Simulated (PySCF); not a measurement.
# TeF−: bond curves at several levels of theory

One table from this session's results is given with a row withheld; the runs are named, their logs left out.

Computed with PySCF 2.14.0. Level: Te def2-SVPD with ECP28, F def2-SVPD, scalar-relativistic core potentials.

Set-up of the first run:

Settings of the job:

```yaml
atoms: Te, F
charge: -1
basis: Te def2-SVPD with ECP28, F def2-SVPD
Hamiltonian: scalar-relativistic core potentials
basis_functions: 58
electrons_treated: 34
masses_in_u: 129.9062, 18.9984
levels: PBE0, PBE, r²SCAN, TPSS, B97-3, PW91, HSE06, HF, MP2, SCS-MP2, CCSD, CCSD(T)
grid: 80 radial by 434 angular points
occupations: held fixed by the projection of orbital angular momentum
dissociation_limit: Te + F−, each in its ground configuration
starting_distance_in_angstrom: 2.035
values_of_2S_to_try: 0, 2
```

Started as:

```
$ OMP_NUM_THREADS=1 python dia.py task.json out
```

Among the steps run: Input; The PBE0 curve of the state that the search chose; Excited determinants; PBE (GGA); r²SCAN (meta-GGA); TPSS (meta-GGA); B97-3 (global hybrid GGA); PW91 (GGA); HSE06 (range-separated hybrid); RHF; Correlated methods on the Hartree–Fock reference.

One table of the session follows, with a row left open; its other results are not shown here.

Energy (eV) from each level's lowest point:

| R (Å) | RHF | RHF-MP2 | RHF-SCS-MP2 | RHF-CCSD | RHF-CCSD(T) |
| --- | --- | --- | --- | --- | --- |
| 1.760 | 0.864 | 1.070 | 1.078 | n/a | n/a |
| 1.842 | 0.335 | 0.474 | 0.481 | 0.463 | 0.489 |
| 1.924 | ? | ? | ? | ? | ? |
| 1.986 | 0.000 | 0.035 | 0.038 | 0.033 | 0.041 |
| 2.047 | 0.002 | 0.000 | 0.000 | 0.000 | 0.000 |
| 2.108 | 0.060 | 0.024 | 0.022 | 0.026 | 0.018 |
| 2.190 | 0.195 | 0.123 | 0.116 | 0.125 | 0.106 |
| 2.293 | 0.420 | 0.314 | 0.303 | 0.315 | 0.283 |
| 2.416 | 0.726 | 0.598 | 0.581 | 0.592 | 0.546 |
| 2.579 | 1.137 | 1.005 | 0.980 | n/a | n/a |

Estimate the missing values for R (Å) = 1.924.

Worked estimate for «RHF». A straight line through the neighbours (1.842, 0.335) and (1.986, 0.000) gives 0.335 + (0.000 − 0.335) × (1.924 − 1.842) / (1.986 − 1.842) = 0.144; a parabola fitted to 4 rows on both sides gives 0.060.

The run gave: RHF: 0.073; RHF-MP2: 0.150; RHF-SCS-MP2: 0.155; RHF-CCSD: 0.145; RHF-CCSD(T): 0.161. In «RHF» the line misses by +0.071 and the parabola by -0.013.
